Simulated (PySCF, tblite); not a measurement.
# C₈H₉B: geometry, infrared bands and NMR shifts

Aim: predict the infrared bands and NMR shifts of C₈H₉B (`BC1=C[C@@H]2[C@@H]3C=C[C@H]1[C@H]23`).

Computed with tblite 0.8.0 and PySCF 2.14.0, with density-fitted response routines of our own, on a single molecule in the gas phase. Atoms count from 0, in the outputs and in this text.

## 1. Starting geometry

18 atoms, charge 0, multiplicity 1; geometry from: force field or distance geometry start.

Bonds of the start (Å): B0–C1 1.58, C1–C2 1.32, C2–C3 1.50, C3–C4 1.55, C4–C5 1.50, C5–C6 1.33, C6–C7 1.49, C7–C8 1.53, C7–C1 1.50, C8–C3 1.52, C8–C4 1.51, B0–H9 1.17, B0–H10 1.17, C2–H11 1.08, C3–H12 1.12, C4–H13 1.10, C5–H14 1.09, C6–H15 1.08, C7–H16 1.11, C8–H17 1.11.

## 2. Optimising the geometry with GFN2-xTB

The job: settings as JSON, then the geometry in Å.

```
{"job": {"kind": "relax", "xc": "GFN2-xTB", "basis": "xTB"}, "charge": 0, "multiplicity": 1}
B      2.594600    -0.158300    -0.747200
C      1.080800    -0.394900    -0.371500
C      0.188300    -0.929900    -1.178800
C     -1.172200    -1.055300    -0.548500
C     -1.875900     0.153600     0.130400
C     -1.231300     1.508000     0.140600
C     -0.004700     1.491200     0.665200
C      0.449700     0.088800     0.900000
C     -0.871000    -0.681700     0.893700
H      2.994800    -0.510800    -1.790700
H      3.305800     0.386600     0.011700
H      0.394400    -1.267300    -2.188700
H     -1.696900    -2.041500    -0.562100
H     -2.885300     0.030800     0.553400
H     -1.712700     2.423500    -0.204000
H      0.630400     2.363300     0.757800
H      1.049900    -0.058900     1.818400
H     -1.247600    -1.340900     1.708900
```

On the command line:

```bash
$ OMP_NUM_THREADS=1 python probes_run.py task.json out
```

This one command runs all jobs of the session in turn.

**Question.** This job is followed by: GFN2-xTB harmonic vibrations, gas phase; GIAO PBE0/pcSseg-1 NMR shielding, non-relativistic, gas phase. What will the session give for the following? strongest single infrared mode (GFN2-xTB); zero-point energy (GFN2-xTB); ¹³C shifts against TMS (PBE0/pcSseg-1); ¹H shifts against TMS (PBE0/pcSseg-1, means over atoms taken as alike); ¹¹B shifts against BF3·OEt2 (PBE0/pcSseg-1).

The runs gave:

| quantity | value |
| --- | --- |
| strongest single infrared mode (GFN2-xTB) | 2629 cm⁻¹, 165 km/mol |
| zero-point energy (GFN2-xTB) | 89.1 kcal/mol |
| ¹³C shifts against TMS (PBE0/pcSseg-1) | 160.8, 157.1, 139.4, 123.5, 60.2, 55.5, 52.3, 50.5 ppm |
| ¹H shifts against TMS (PBE0/pcSseg-1, means over atoms taken as alike) | 6.88, 6.37, 6.15, 5.07, 3.55, 3.37, 3.28, 3.18 ppm |
| ¹¹B shifts against BF3·OEt2 (PBE0/pcSseg-1) | 67.3 ppm |

In words: Over 57 steps the energy fell by 0.741 eV; of the close pairs, C2–C3 changed most, 1.505 to 1.447 Å. No mode is imaginary among the 48: a minimum at this level. The strongest single mode, at 2629 cm⁻¹, moves mainly H10 and H9. Unscaled tight-binding wavenumbers are off by several per cent, some by more. Its intensities can rank the bands wrongly. At PBE0/pcSseg-1: The widest tensor belongs to C1: span 223 ppm, with a paramagnetic part of -227 ppm.
